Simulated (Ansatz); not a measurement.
# BBrHS: ladder of basis sets, by script

How does the energy of BBrHS converge with the basis? Wanted for BBrHS: a ladder of basis sets. SMILES: S[B]Br.

Computed with Ansatz 0.2.0 through its Python package. The levels of theory stand in the script.

## 1. Starting point

Bond lengths: S1–B2 1.837 Å, B2–Br3 1.980 Å, S1–H4 1.460 Å. Angles: S1–B2–Br3 118.0°, B2–S1–H4 93.1°.

The script reads bbrhs.xyz:

```xyz
4

S    -0.95180    0.42670   -0.68860
B    -0.09120    0.04640    0.88870
Br    0.89630   -1.66480    1.01840
H     0.20220    1.13150   -1.23880
```

## 2. The code

run_basis.py

```python
'''Basis-set convergence for BBrHS.'''

import warnings

import ansatz as az

warnings.simplefilter('ignore', az.DeckWarning)

mol = az.Crystal.molecule_from_extxyz('bbrhs.xyz')

base = mol.calculation()
base = base.functional('B3LYP')
base = base.spin('collinear', total=1)

energies = {}
for basis in ['def2-SVP', 'def2-SVPD', 'def2-TZVP', 'def2-TZVPP']:
    r = base.basis(gaussian=basis).run(threads=1, pin='off').report
    size = r['n_frozen'] + r['n_occupied'][0] + r['n_virtual'][0]
    energies[basis] = (r['reference_energy_ev'] / 27.211386246, r['free_energy_ev'] / 27.211386246)
    print(f'{basis:14s} {size:4d} orbitals  reference {energies[basis][0]:14.6f} Ha  total {energies[basis][1]:14.6f} Ha')

last = energies['def2-TZVPP'][1]
for basis, (_, total) in energies.items():
    print(f'{basis:14s} lies {27.211386 * (total - last):9.4f} eV above def2-TZVPP')
```

## 3. The run

Run with:

```
> python run_basis.py
```

Output:

```text
def2-SVP         69 orbitals  reference   -2997.349653 Ha  total   -2997.349653 Ha
def2-SVPD        96 orbitals  reference   -2997.360542 Ha  total   -2997.360542 Ha
def2-TZVP       122 orbitals  reference   -2997.827048 Ha  total   -2997.827048 Ha
def2-TZVPP      135 orbitals  reference   -2997.827720 Ha  total   -2997.827720 Ha
def2-SVP       lies   13.0089 eV above def2-TZVPP
def2-SVPD      lies   12.7126 eV above def2-TZVPP
def2-TZVP      lies    0.0183 eV above def2-TZVPP
def2-TZVPP     lies    0.0000 eV above def2-TZVPP
```

It took 19 s on 1 thread of AMD EPYC 7B13 (Zen 3), shared host; peak memory 0.41 GiB.

## 4. The runs side by side

From the records of these 4 runs:

```tsv
run	basis	energy (eV)	<S²>	SCF cycles	CPU time (s)
1	def2-SVP	-81562.0391	0.75	22	2.7
2	def2-SVPD	-81562.3354	0.75	22	4.4
3	def2-TZVP	-81575.0297	0.75	22	5.4
4	def2-TZVPP	-81575.0480	0.75	23	6.1
```

## 5. What came out

| quantity | value |
| --- | --- |
| runs compared | 4 |
| change of the total from set to set | -0.296, -12.694, -0.018 eV |

In words: Against def2-SVP: def2-SVPD -10.9 mHa, def2-TZVP -477.4 mHa and def2-TZVPP -478.1 mHa. The last step alone is -0.67 mHa (these two sets differ little on atoms other than hydrogen). From the first set to the last the time grows from 2.7 to 6.1 s. The drop along the ladder measures the basis error, and is no property of the molecule. The geometry is a force-field or estimated start, not a minimum of this method, and the last set is no limit. Much of the fall in a total is atomic energy, which cancels in bond and reaction energies. The run takes the species as open-shell (spin multiplicity 2), which needn't be its ground state. b3lyp holds the VWN-RPA fit, as in Gaussian; the form of ORCA and Turbomole is b3lyp5.
